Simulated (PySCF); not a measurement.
# ZrFCl: relaxation and vibrations of the triplet

Where does triplet ZrFCl go from a bent start, is the end point a minimum, and what are its modes, charges and moments?

Computed with PySCF 2.14.0. Level: PBE0, basis Zr def2-TZVP with ECP28, F def2-TZVP, Cl def2-TZVP, scalar-relativistic core potentials, no spin–orbit coupling, density fitting.

### Step 1. Starting geometry

3 atoms, charge 0, spin multiplicity 3.

Bond lengths: Zr1–F2 2.180 Å, Zr1–Cl3 2.530 Å. Angles: F2–Zr1–Cl3 110.0°.

```xyz
3
charge 0 multiplicity 3
Zr    0.0000    0.0000    0.0000
F    -1.7858    0.0000    1.2504
Cl    2.0725    0.0000    1.4511
```

### Step 2. First SCF at the start

One driver script runs all steps and calls PySCF; scf.py shows how it sets up the SCF of each step. The optimiser is the driver's own. After this first run the driver tries any further starts and a stability analysis.

File scf.py:

```python
from pyscf import gto, scf, dft
mol = gto.M(atom='''
Zr     0.000000     0.000000     0.000000
F     -1.785800     0.000000     1.250400
Cl     2.072500     0.000000     1.451100''',
    basis={'Zr': 'def2-TZVP', 'F': 'def2-TZVP', 'Cl': 'def2-TZVP'},
    ecp={'Zr': 'def2-TZVP'},
    charge=0, spin=2)
mf = dft.UKS(mol, xc='PBE0')
mf.grids.atom_grid = (50, 194)
aux = {'Zr': 'def2-universal-JKFIT', 'F': 'def2-universal-JKFIT', 'Cl': 'def2-universal-JKFIT'}
mf = mf.density_fit(auxbasis=aux)
mf.conv_tol = 1e-08
mf.diis_space = 10
mf.max_cycle = 60
mf.init_guess = 'minao'
mf.verbose = 4
mf.kernel()
```

Command:

```bash
$ OMP_NUM_THREADS=4 python axn.py task.json out
```

Log:

```text
init E= -601.344968929943
[... the frontier-level lines of each cycle are left out ...]
cycle= 1 E= -606.555817933881  delta_E= -5.21  |g|= 0.82  |ddm|= 3.08
cycle= 2 E= -606.149154399047  delta_E= 0.407  |g|= 1.11  |ddm|= 2.18
cycle= 3 E= -606.928475261929  delta_E= -0.779  |g|= 0.133  |ddm|= 1.79
cycle= 4 E= -606.927556428826  delta_E= 0.000919  |g|= 0.166  |ddm|= 0.268
cycle= 5 E= -606.939827789956  delta_E= -0.0123  |g|= 0.0379  |ddm|= 0.14
cycle= 6 E= -606.941884974996  delta_E= -0.00206  |g|= 0.0159  |ddm|= 0.0891
cycle= 7 E= -606.943403116337  delta_E= -0.00152  |g|= 0.0116  |ddm|= 0.0924
cycle= 8 E= -606.945316986559  delta_E= -0.00191  |g|= 0.00608  |ddm|= 0.165
cycle= 9 E= -606.945870138249  delta_E= -0.000553  |g|= 0.00355  |ddm|= 0.0888
cycle= 10 E= -606.946024364494  delta_E= -0.000154  |g|= 0.00258  |ddm|= 0.043
cycle= 11 E= -606.946080861152  delta_E= -5.65e-05  |g|= 0.00155  |ddm|= 0.0314
cycle= 12 E= -606.946093801893  delta_E= -1.29e-05  |g|= 0.000882  |ddm|= 0.00911
cycle= 13 E= -606.946104565069  delta_E= -1.08e-05  |g|= 0.000424  |ddm|= 0.0129
cycle= 14 E= -606.946106607103  delta_E= -2.04e-06  |g|= 0.000249  |ddm|= 0.00472
cycle= 15 E= -606.946107391392  delta_E= -7.84e-07  |g|= 0.000107  |ddm|= 0.00412
cycle= 16 E= -606.946107448696  delta_E= -5.73e-08  |g|= 5.03e-05  |ddm|= 0.00109
cycle= 17 E= -606.946107457705  delta_E= -9.01e-09  |g|= 2.89e-05  |ddm|= 0.000346
Extra cycle  E= -606.946107458504  delta_E= -7.99e-10  |g|= 4.63e-05  |ddm|= 0.000102
converged SCF energy = -606.946107458504  <S^2> = 2.0045966  2S+1 = 3.0030628
```

This step, with its further starts and checks, needed 12 s of wall time on 4 threads of Arm Neoverse V1, shared host.

The starts that the driver tried:

```
                      start  energy (Eh)
    the minimal-basis guess  -606.946107
a thermally smeared density  -606.946107
      a smeared PBE density  -606.946107
```

The test of internal stability and the other starts found no lower solution of this spin.

### Step 3. Bent start, triplet: relaxation

The program finds Cs symmetry in the start, which this walk keeps. Threshold on the gradient: 0.0003 Eh/bohr, with a further test on the energy change.

scf.py, as its differences from that of step 2:

```diff
@@ -3,3 +3,3 @@
-Zr     0.000000     0.000000     0.000000
-F     -1.785800     0.000000     1.250400
-Cl     2.072500     0.000000     1.451100''',
+Zr    -0.267916     0.000000    -0.517814
+F     -2.053716     0.000000     0.732586
+Cl     1.804584     0.000000     0.933286''',
@@ -16 +15,0 @@
-mf.init_guess = 'minao'
```

Steps of the walk:

```
step  energy (Eh)  change (kJ/mol)  largest symmetric gradient (Eh/bohr)
   0  -606.946107             0.00                               0.07639
   1  -606.976100           -78.74                               0.04125
   2  -606.978593           -85.29                               0.05551
   3  -606.984278          -100.22                               0.00867
   4  -606.984899          -101.85                               0.00483
   5  -606.985400          -103.16                               0.00139
   6  -606.985416          -103.21                               0.00039
   7  -606.985417          -103.21                               0.00003
```

The walk took 17 s.

After 7 steps and 103.2 kJ/mol it ends at Cs: Zr–Cl 2.354 Å, Zr–F 1.903 Å; Cl–Zr–F 136.2°.

### Step 4. Vibrations and properties at this point

The point is checked on the finer grid, and tightened if its gradient asks for it. The Hessian and the dipole derivatives come from central differences of analytic gradients, with steps of 0.02 bohr.

scf.py, as its differences from that of step 3:

```diff
@@ -3,3 +3,3 @@
-Zr    -0.267916     0.000000    -0.517814
-F     -2.053716     0.000000     0.732586
-Cl     1.804584     0.000000     0.933286''',
+Zr    -0.290133     0.000000    -0.325473
+F     -2.065132     0.000000     0.359142
+Cl     1.864524     0.000000     0.620971''',
@@ -10 +10 @@
-mf.grids.atom_grid = (50, 194)
+mf.grids.atom_grid = (75, 302)
@@ -13 +13 @@
-mf.conv_tol = 1e-08
+mf.conv_tol = 1e-10
```

This SCF starts from the last density.

SCF at the final geometry:

```text
init E= -606.985194293202
[... the frontier-level lines of each cycle are left out ...]
cycle= 1 E= -606.985194293207  delta_E= -4.55e-12  |g|= 2.6e-06  |ddm|= 7.33e-06
Extra cycle  E= -606.985194293205  delta_E= 1.59e-12  |g|= 3.89e-06  |ddm|= 7.56e-06
converged SCF energy = -606.985194293205  <S^2> = 2.0035633  2S+1 = 3.0023746
```

The whole step took 58 s.

Geometry: Cs; Zr–Cl 2.353 Å, Zr–F 1.902 Å; Cl–Zr–F 135.2°.

Harmonic modes (main isotopes):

| symmetry | ω (cm⁻¹) | IR (km/mol) | μ (u) |
| --- | --- | --- | --- |
| a' | 86 | 7.4 | 26.83 |
| a' | 386 | 56.8 | 40.65 |
| a' | 649 | 145 | 22.09 |

All wavenumbers are real: a minimum.

Constants and moments:

| Property | Result |
| --- | --- |
| Dipole moment | 2.01 D |
| Highest occupied level | -5.58 eV |
| Lowest empty level | -2.66 eV |
| Rotational constants | 0.8833, 0.07785, 0.07155 cm⁻¹ |
| Zero-point energy | 6.7 kJ/mol |
| Principal polarisabilities | 62.9, 84.2, 86.0 bohr³ |
| Atomisation energy without zero-point energy | 1128 kJ/mol |
| Principal traceless quadrupole moments about the centre of mass | -9.44, 3.84, 5.59 D Å |
| Entropy at 298.15 K and 1 bar (electronic part: spin only) | 307.3 J/(mol K) |
| Heat capacity Cp at 298.15 K | 51.6 J/(mol K) |
| Enthalpy at 298.15 K above 0 K | 13.12 kJ/mol |
| Rotational symmetry number | 1 |
| Spin squared ⟨S²⟩ | 2.004 |

Charges (e) and bond orders:

```
atom  Mulliken  Löwdin  polar tensor  spin (Mulliken)  Mayer order to Zr1
 Zr1      0.88    0.24          1.22             2.05                   –
  F2     -0.46   -0.26         -0.65            -0.02                0.94
 Cl3     -0.42    0.02         -0.57            -0.04                1.05
```

Outer orbital energies (eV). α occupied: -12.53, -12.03, -11.98, -10.10, -9.45, -9.38, -5.74, -5.58; empty: -2.66, -1.72, -1.47, -0.73. β occupied: -31.11, -22.20, -12.49, -12.02, -11.97, -10.06, -9.39, -9.38; empty: -2.31, -1.73, -1.26, -1.03.

Mulliken populations on Zr1 (outside its core potential): s 2.69, p 6.21, d 2.16, f 0.06.

### Step 5. Outcome

```
                                          quantity                                        value
                                           minimum                                  triplet, Cs
                                          geometry  Zr–Cl 2.353 Å, Zr–F 1.902 Å; Cl–Zr–F 135.2°
                                wavenumbers (cm⁻¹)                  86 (a'), 386 (a'), 649 (a')
                                     dipole moment                                       2.01 D
highest occupied, lowest empty level (either spin)                              -5.58, -2.66 eV
                        polar-tensor charge of Zr1                                      +1.22 e
                                 zero-point energy                                   6.7 kJ/mol
                               entropy at 298.15 K                              307.3 J/(mol K)
         atomisation energy (no zero-point energy)                                  1128 kJ/mol
                                              ⟨S²⟩                                        2.004
```

The bent start keeps its Cs symmetry and ends in a minimum. The strongest infrared band lies at 649 cm⁻¹ (a', stretch). Most of the spin sits on Zr1 (Mulliken spin 2.05, against 2 for the whole molecule). Other starts or spin states, not run here, may lie lower. Open d and f shells are described by one determinant, and the ground state may have another occupation or spin.

The search up to here took 86 s.
